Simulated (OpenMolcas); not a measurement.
# Rh⁴⁺ among point charges: CASSCF and CASPT2 levels and susceptibility

Aim: the splitting of the states of Rh⁴⁺ in the field of 4 point charges, its lowest levels with spin-orbit coupling and its magnetic susceptibility.

Program: OpenMolcas 26.06. Level of theory: state-averaged CASSCF and CASPT2, spin-orbit coupling by RASSI with atomic mean-field integrals. These are calculated values, not measurements, unless marked.

## Step 1: What is computed

- Species: Rh⁴⁺ (rhodium, Z = 45, 41 electrons)
- Basis: ANO-RCC-VDZP [6s5p3d1f], 43 functions
- Scalar Hamiltonian: DKH2, point nucleus
- Inactive shells: 1s 2s 2p 3s 3p 3d 4s 4p
- Active space: 5 electrons in 5 orbitals (4d)
- Some configurations of this space: 4d5
- Orbitals: optimised for each spin and parity, averaged over all roots

The outer shells:

4d5
```
4d [↑ ][↑ ][↑ ][↑ ][↑ ]
```

The ion sits among 4 point charges of -2.5 e arranged as a square (D4h), 1.94 Å from the ion.

The work runs as a chain of OpenMolcas steps in one folder; each step below is one input file. Labels, J, g values, rates, χT and fits are worked out afterwards by a script from the matrices that RASSI stores. The input lists half of the charges; inversion (Group=XYZ) makes the rest.

## Step 2: Basis and integrals

a.inp reads:

```
&GATEWAY
Coord
1

Rh 0.0 0.0 0.0
Basis=ANO-RCC-VDZP
Group=XYZ
NoMove
AngMom=0.0 0.0 0.0
AMFI
XField
2 Angstrom 0
1.940000 0.000000 0.000000 -2.500000
0.000000 1.940000 0.000000 -2.500000
&SEWARD
```

Started as:

```
> OMP_NUM_THREADS=1 MOLCAS_MEM=1689 MOLCAS_PROJECT=a pymolcas a.inp > a.log
```

## Step 3: CASSCF: sextets of even parity, 1 root

a.inp reads:

```
&RASSCF
FileOrb=start.orb
Symmetry=1
Spin=6
nActEl=5 0 0
Inactive=9 9
Ras2=5 0
CIRoot=1 1 1
SDav=1
CIMx=300
Iter=120 100
PrWF=0.3
OrbListing=Nothing
MaxOrb=0
>>> COPY $Project.JobIph JOB001
```

start.orb holds the contracted functions of the basis, ordered by shell, or the orbitals of the step before.

## Step 4: Reference wave functions, quartets of even parity, 24 roots

a.inp reads:

```
&RASSCF
FileOrb=start.orb
Symmetry=1
Spin=4
nActEl=5 0 0
Inactive=9 9
Ras2=5 0
CIRoot=24 24 1
SDav=24
CIMx=300
Iter=120 100
PrWF=0.3
OrbListing=Nothing
MaxOrb=0
>>> COPY $Project.JobIph JOB002
```

## Step 5: CASSCF: doublets of even parity, 75 roots

a.inp reads:

```
&RASSCF
FileOrb=start.orb
Symmetry=1
Spin=2
nActEl=5 0 0
Inactive=9 9
Ras2=5 0
CIRoot=75 75 1
SDav=75
CIMx=300
Iter=120 100
PrWF=0.3
OrbListing=Nothing
MaxOrb=0
>>> COPY $Project.JobIph JOB003
```

## Step 6: State interaction with spin-orbit coupling

a.inp reads:

```
&RASSI
NrOfJobIphs=3 1 24 75
1
1 2 3 4 5 6 7 8 9 10 11 12 13 14 15 16 17 18 19 20 21 22 23 24
1 2 3 4 5 6 7 8 9 10 11 12 13 14 15 16 17 18 19 20 21 22 23 24 25 26 27
28 29 30 31 32 33 34 35 36 37 38 39 40 41 42 43 44 45 46 47 48 49 50 51
52 53 54 55 56 57 58 59 60 61 62 63 64 65 66 67 68 69 70 71 72 73 74 75
IphNames
JOB001
JOB002
JOB003
EJob
SpinOrbit
DIPRint=1.0
SOCoupling=1000.0
Subsets=2
Property=9
'ANGMOM' 1 'ANGMOM' 2 'ANGMOM' 3 'MLTPL  1' 1 'MLTPL  1' 2 'MLTPL  1' 3
'AMFI' 1 'AMFI' 2 'AMFI' 3
SOProperty=3
'ANGMOM' 1 'ANGMOM' 2 'ANGMOM' 3
```

## Step 7: CASPT2: IPEA 0.25, imaginary shift 0.1 (closed shells correlated: 4s 4p)

a.inp reads:

```
>>> COPY JOB001 $Project.JobIph
&CASPT2
Multistate=1 1
Frozen=8 6
IPEA=0.25
Imaginary=0.1
MaxIter=60
WThr=0.0 0.3 0.05
PrWF=0.5
NoMix
>>> COPY JOB002 $Project.JobIph
&CASPT2
Multistate=24 1 2 3 4 5 6 7 8 9 10 11 12 13 14 15 16 17 18 19 20 21 22
23 24
NoMult
Frozen=8 6
IPEA=0.25
Imaginary=0.1
MaxIter=60
WThr=0.0 0.3 0.05
PrWF=0.5
NoMix
>>> COPY JOB003 $Project.JobIph
&CASPT2
Multistate=75 1 2 3 4 5 6 7 8 9 10 11 12 13 14 15 16 17 18 19 20 21 22
23 24 25 26 27 28 29 30 31 32 33 34 35 36 37 38 39 40 41 42 43 44 45 46
47 48 49 50 51 52 53 54 55 56 57 58 59 60 61 62 63 64 65 66 67 68 69 70
71 72 73 74 75
NoMult
Frozen=8 6
IPEA=0.25
Imaginary=0.1
MaxIter=60
WThr=0.0 0.3 0.05
PrWF=0.5
NoMix
```

(Steps that only read results are left out.)

Before running it: what results should come out? Wanted: spin-free ground state; lowest level; next level.

**Answer**, as computed:

| quantity | value |
| --- | --- |
| method | SS-CASPT2, IPEA 0.25, imaginary shift 0.1 (closed shells correlated: 4s 4p) |
| spin-free ground state | 6A1, 1-fold in its orbital part |
| lowest level | 2-fold E1/2, g = 1.99, 5.98, 5.98 |
| next level | 15.1 cm⁻¹ |
| χT at 300 K | 4.34 cm³ K/mol |
| effective moment at 300 K | 5.89 μB |

Cost by method:

```csv
method,time of its own steps,time with the reference
A. CASSCF,18 s,18 s
"B. SS-CASPT2, IPEA 0.25, imaginary shift 0.1, +4s 4p",4.1 s,22 s
```

Times are of one thread on a shared host.

In words: The spin-free ground state (6A1) comes to 100 % from free-ion S terms and keeps the highest spin of the shell. χT at 300 K is 4.34, against 4.39 cm³ K/mol for the spin alone, as a half-filled shell (L = 0) has no orbital moment. An active space of the d shell alone favours high spin; real ions in strong fields can be low spin. The field of point charges can differ much from that of real complexes. With metal d orbitals alone active, the gaps between spin states are rough; where two lie within a few thousand cm-1, their order is open. This is an electrostatic model: the charges have no orbitals.
